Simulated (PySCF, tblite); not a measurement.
**C5H6N3O radical: geometry, infrared bands and EPR parameters**

Wanted: the infrared bands and EPR parameters of C5H6N3O radical (`C1=NN[C]2OCCC2=N1`), by calculation.

Programs: tblite 0.8.0 and PySCF 2.14.0, with density-fitted response routines of our own. Each step states its level of theory. These are calculated values for one molecule in the gas phase, unless marked as measured. Atoms count from 0, in the outputs and in this text.

### 1 Starting geometry

15 atoms, charge 0, multiplicity 2; geometry from: force field or distance geometry start.

Bonds of the start (Å): C0–N1 1.30, N1–N2 1.41, N2–C3 1.40, C3–O4 1.34, O4–C5 1.37, C5–C6 1.52, C6–C7 1.53, C7–N8 1.26, N8–C0 1.42, C7–C3 1.50, C0–H9 1.07, N2–H10 1.06, C5–H11 1.11, C5–H12 1.14, C6–H13 1.09, C6–H14 1.10.

### 2 Relaxing the molecule with GFN2-xTB

Job settings and geometry (Å):

```
{"job": {"kind": "relax", "xc": "GFN2-xTB", "basis": "xTB"}, "charge": 0, "multiplicity": 2}
C      2.442800    -0.564300     0.026500
N      2.442500     0.720100     0.235300
N      1.252900     1.466700     0.191600
C      0.021100     0.961200    -0.236600
O     -1.170000     1.227300     0.324200
C     -1.893800     0.069800     0.446300
C     -1.328900    -0.853100    -0.624800
C      0.137000    -0.533300    -0.338600
N      1.205600    -1.199200    -0.273600
H      3.335700    -1.147900     0.076000
H      1.312200     2.487100     0.487300
H     -2.986900     0.200600     0.340700
H     -1.666500    -0.466700     1.420500
H     -1.561200    -1.907400    -0.466700
H     -1.547000    -0.452900    -1.630100
```

On the command line:

```
OMP_NUM_THREADS=1 python probes_run.py task.json out
```

The driver reads the jobs from task.json and runs them one after another.

**Question.** This job is followed by: GFN2-xTB harmonic vibrations, gas phase; UKS B3LYP, pcH-1 on C H N O, non-relativistic, mean-field spin-orbit, GIAO. What will the session give for the following? strongest single infrared mode (GFN2-xTB); zero-point energy (GFN2-xTB); g(iso) (B3LYP); ⟨S²⟩; largest a(iso) (averaged by class); potential on the surface of density 0.002 e/bohr³, 1st and 99th percentile.

As calculated:

```
                                                                  quantity                     value
                                 strongest single infrared mode (GFN2-xTB)     1429 cm⁻¹, 248 km/mol
                                              zero-point energy (GFN2-xTB)             69.5 kcal/mol
                                                            g(iso) (B3LYP)                   2.00357
                                                                      ⟨S²⟩        0.761 (exact 0.75)
                                        largest a(iso) (averaged by class)  1H on H13, H14, 30.3 MHz
potential on the surface of density 0.002 e/bohr³, 1st and 99th percentile        -1.91 V and 2.26 V
```

Over 66 steps the energy fell by 1.699 eV; of the close pairs, C3–C7 changed most, 1.502 to 1.368 Å. No mode is imaginary among the 39: a minimum at this level. The strongest single mode, at 1429 cm⁻¹, moves mainly C3. Unscaled tight-binding wavenumbers are off by several per cent, some by more. Its intensities can rank the bands wrongly. The largest spin populations lie on N8 (0.35 e), N1 (0.27 e). The isotropic g lies 1.3 ppt above the free-electron value. The conformer search found further structures of the same energy, which may be mirror or relabelled copies of this one.
